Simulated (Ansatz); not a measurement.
**WH₄+ (doublet): from Hartree-Fock to the top rungs, def2-SVP**

One table from this session's results is given with a row withheld; the runs are named, their logs left out.

Method: def2-SVP, core rule «outside noble gas», up to 4 orbitals frozen; program: Ansatz 0.2.0, Gaussian basis.

Plan: UHF; CCSD(T) on ROHF; CCSD(T) on UHF; CISD; CCSDT(Q) on ROHF; CCSDT(Q) on UHF.

6 further runs of the same task are left out: 2 for a known fault of the program, 4 set aside as unsound or not needed.

### The geometry

The geometry is a PBE0/def2-TZVP stationary point (not a proven minimum) of the parent state, kept for this charge and spin. No spin-orbit coupling is included. Elements past krypton take def2 core potentials.

5 atoms, charge 1, spin multiplicity 2.

Atoms are counted from 1 here; the program's logs count them from 0.

Bond lengths: W1–H2 1.702 Å, W1–H3 1.702 Å, W1–H4 1.702 Å, W1–H5 1.702 Å. Angles: H2–W1–H3 112.5°, H2–W1–H4 112.5°, H2–W1–H5 103.5°, H3–W1–H4 103.5°, H3–W1–H5 112.5°, H4–W1–H5 112.5°.

The first run:

in.yaml reads:

```yaml
crystal:
  periodic: [false, false, false]
  atoms:
    - {symbol: W, position_ang: [0.000000, 0.000000, 0.000000]}
    - {symbol: H, position_ang: [1.052537, 0.946373, 0.945380]}
    - {symbol: H, position_ang: [-1.055695, -0.942936, 0.945293]}
    - {symbol: H, position_ang: [-1.051305, 0.944302, -0.948815]}
    - {symbol: H, position_ang: [1.054463, -0.947739, -0.941858]}
basis:
  gaussian: {orbitals: def2-SVP}
total_charge: 1
magnetization: {spin_polarized: true, initial_magnetization: 1}
hamiltonian: {xc: hf}
output: {orbitals: {seedname: orbitals}}
```

Command:

```
> ansatz run in.yaml --threads 1 --pin off --events-out ev --progress --plain --max-ram 4096MiB --backend cpu
```

Steps of the session up to this table: UHF; CCSD(T) on ROHF; CCSD(T) on UHF; CISD; CCSDT(Q) on ROHF; CCSDT(Q) on UHF.

One table of the session follows, with a row left open; its other results are not shown here.

```
   method  from RCCSDT(Q) (kcal/mol)
     ROHF                    +128.17
      UHF                    +125.72
     RMP2                     +26.46
     UMP2                     +26.07
     CISD                     +14.32
    RCCSD                      +4.38
    UCCSD                      +3.54
 RCCSD(T)                          ?
 UCCSD(T)                      -0.01
   RCCSDT                      +0.16
   UCCSDT                      -0.67
RCCSDT(Q)                          0
UCCSDT(Q)                      -0.85
```

Estimate the missing values for RCCSD(T).

The run gave: from RCCSDT(Q) (kcal/mol): +0.79. In the column «from RCCSDT(Q) (kcal/mol)» it lies between RCCSDT (+0.16) and UCCSD (+3.54).

To keep in mind: Restricted and unrestricted rows rest on different reference determinants; where their highest levels disagree by more than a few hundredths of an eV, they describe different states and don't form one ladder.
